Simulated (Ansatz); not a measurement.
# Rubidium, hcp: r²SCAN0 at the r²SCAN geometry

How do the levels change when part of the exchange is made exact, and what does it cost? Spin polarisation is left out. The cell comes from an earlier r²SCAN relaxation. Exact exchange is dear, so the k-mesh is coarse, and r²SCAN is run on the same mesh for comparison.

Method: DFT, plane waves (500 eV) with PBE-made PAW files, scalar-relativistic; functionals as named at each step, in Ansatz 0.2.0.

## 1. The system as given

Symmetry: P6_3/mmc, No. 194, hexagonal system. The conventional cell has a = 5.107 Å, b = 5.107 Å, c = 8.448 Å, α = 90.00°, β = 90.00°, γ = 120.00°.

As a file:

```cif
data_structure
_symmetry_space_group_name_H-M 'P6_3/mmc'
_symmetry_Int_Tables_number 194
_cell_length_a 5.1069
_cell_length_b 5.1069
_cell_length_c 8.4479
_cell_angle_alpha 90.000
_cell_angle_beta 90.000
_cell_angle_gamma 120.000
_cell_volume 190.80
loop_
_atom_site_label
_atom_site_type_symbol
_atom_site_symmetry_multiplicity
_atom_site_Wyckoff_symbol
_atom_site_fract_x
_atom_site_fract_y
_atom_site_fract_z
_atom_site_occupancy
Rb1 Rb 2 c 0.33333 0.66667 0.25000 1
```

## 2. r²SCAN on the coarse mesh

The run with r²SCAN.

Input file input.yaml:

```yaml
crystal:
  lattice:
    - [5.1068702501, 0.0, 0.0]
    - [-2.5534351251, 4.4226793704, 0.0]
    - [0.0, 0.0, 8.4478947475]
  atoms:
    - { symbol: Rb, position: [0.3333333333, 0.6666666667, 0.25] }
    - { symbol: Rb, position: [0.6666666667, 0.3333333333, 0.75] }
hamiltonian:
  xc: r2scan
  pseudopotentials:
    kind: paw
    azcp:
      Rb: "pseudopotentials/Rb.paw.azcp"
basis:
  ecutwfc: 500
  fft_grid_basis: typed
kpoints:
  mp_grid: { grid: [4, 4, 2], shift: [0, 0, 0] }
magnetization:
  spin_polarized: false
scf:
  occupations: { method: fermi_dirac, width: 0.1 }
```

The run is started by

```console
$ ansatz run input.yaml --threads 4 --pin off --max-ram 8192MiB --backend cpu --events-out ev --progress --plain --runs-dir out
```

## 3. r²SCAN0 on the coarse mesh

The run with r²SCAN0.

Edit input.yaml of step 2 so:

```diff
@@ -9,3 +9,3 @@
 hamiltonian:
-  xc: r2scan
+  xc: r2scan0
   pseudopotentials:
```

(Steps that only read results are left out.)

Q: Predict the outcome of this session. Wanted: r²SCAN: gap; r²SCAN0: gap; r²SCAN0: relative to bcc.

**Answer**, as computed:

```
                             quantity                         value
                          r²SCAN: gap  none (levels filled in part)
                         r²SCAN0: gap  none (levels filled in part)
  r²SCAN0: SCF cycles, exchange loops                         17, 2
r²SCAN0: CPU time over that of r²SCAN                            32
             r²SCAN0: relative to bcc                  -37 meV/atom
```

What this shows: Both r²SCAN and r²SCAN0 leave levels filled in part. The hybrid took 32 times as much CPU time as r²SCAN on the same settings. r²SCAN0 needed 2 outer loops of the exchange operator. To compare with dense-mesh energies, the change of r²SCAN from this mesh and smearing to its dense run (-11.9 meV/atom, from a run not shown) is added. Under r²SCAN0 it lies 37 meV/atom below bcc (computed apart in the same way); on such meshes a few tens of meV are uncertain for metals. The total energies in the logs cannot be compared from one functional to another.
